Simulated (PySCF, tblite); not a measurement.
# C6H11OP: geometry, infrared bands and NMR shifts

Aim: predict the infrared bands and NMR shifts of C6H11OP (`CC1=C(C)C[PH](=O)C1`).

Computed with tblite 0.8.0 and PySCF 2.14.0, with density-fitted response routines of our own, on a single molecule in the gas phase. Atoms count from 0, in the outputs and in this text.

### Step 1. The molecule as given

19 atoms, charge 0, multiplicity 1; geometry from: force field or distance geometry start.

Bonds of the start (Å): C0–C1 1.51, C1–C2 1.33, C2–C3 1.51, C2–C4 1.51, C4–P5 1.82, P5–O6 1.51, P5–C7 1.83, C7–C1 1.50, C0–H8 1.10, C0–H9 1.08, C0–H10 1.09, C3–H11 1.10, C3–H12 1.09, C3–H13 1.09, C4–H14 1.10, C4–H15 1.10, P5–H16 1.41, C7–H17 1.10, C7–H18 1.09.

### Step 2. Relaxing the molecule with GFN2-xTB

What the job is given:

```
{"job": {"kind": "relax", "xc": "GFN2-xTB", "basis": "xTB"}, "charge": 0, "multiplicity": 1}
C      2.188000     0.228400     0.164200
C      0.732800    -0.143600     0.017300
C     -0.315000     0.673400    -0.063800
C     -0.321600     2.181600    -0.065200
C     -1.671200     0.017400    -0.220600
P     -1.365600    -1.733600     0.148800
O     -1.946800    -2.608400    -0.931800
C      0.451500    -1.620000    -0.036100
H      2.594800    -0.187300     1.092600
H      2.750900    -0.170300    -0.671500
H      2.339800     1.308700     0.188000
H     -0.925900     2.541800     0.781600
H      0.672600     2.605700     0.052100
H     -0.748900     2.556100    -0.989800
H     -2.042800     0.147300    -1.248700
H     -2.408000     0.413600     0.491600
H     -1.678600    -1.986200     1.505400
H      0.760900    -2.044000    -1.002200
H      0.923300    -2.171300     0.780600
```

Command:

```sh
$ OMP_NUM_THREADS=1 python probes_run.py task.json out
```

The driver reads the jobs from task.json and runs them one after another.

**Question.** This job is followed by: GFN2-xTB harmonic vibrations, gas phase; GIAO PBE0/pcSseg-1 NMR shielding, non-relativistic, gas phase. What will the session give for the following? strongest single infrared mode (GFN2-xTB); zero-point energy (GFN2-xTB); 13C shifts against TMS (PBE0/pcSseg-1, means over atoms taken as alike); 1H shifts against TMS (PBE0/pcSseg-1, means over atoms taken as alike); 31P shifts against H3PO4 (PBE0/pcSseg-1); 17O shifts against H2O (PBE0/pcSseg-1).

The runs gave:

| quantity | value |
| --- | --- |
| strongest single infrared mode (GFN2-xTB) | 1293 cm⁻¹, 359 km/mol |
| zero-point energy (GFN2-xTB) | 96.9 kcal/mol |
| 13C shifts against TMS (PBE0/pcSseg-1, means over atoms taken as alike) | 133.1, 40.4, 19.1 ppm |
| 1H shifts against TMS (PBE0/pcSseg-1, means over atoms taken as alike) | 7.29, 2.57, 2.13, 1.80 ppm |
| 31P shifts against H3PO4 (PBE0/pcSseg-1) | 9.0 ppm |
| 17O shifts against H2O (PBE0/pcSseg-1) | 100.4 ppm |

Relaxing lowered the energy by 0.261 eV in 53 steps; the close pair that moved most is P5–O6, from 1.507 to 1.464 Å. No mode is imaginary among the 51: a minimum at this level. The strongest single mode, at 1293 cm⁻¹, moves mainly O6 and P5. Unscaled tight-binding wavenumbers are off by several per cent, some by more. Its intensities can rank the bands wrongly. C1, C2 (mean) (fully substituted alkene carbon) lies farthest downfield among carbon, at 133.1 ppm; as expected for a trigonal carbon in a double bond. At PBE0/pcSseg-1: The largest span, 355 ppm, is at P5, where the paramagnetic term is -653 ppm.
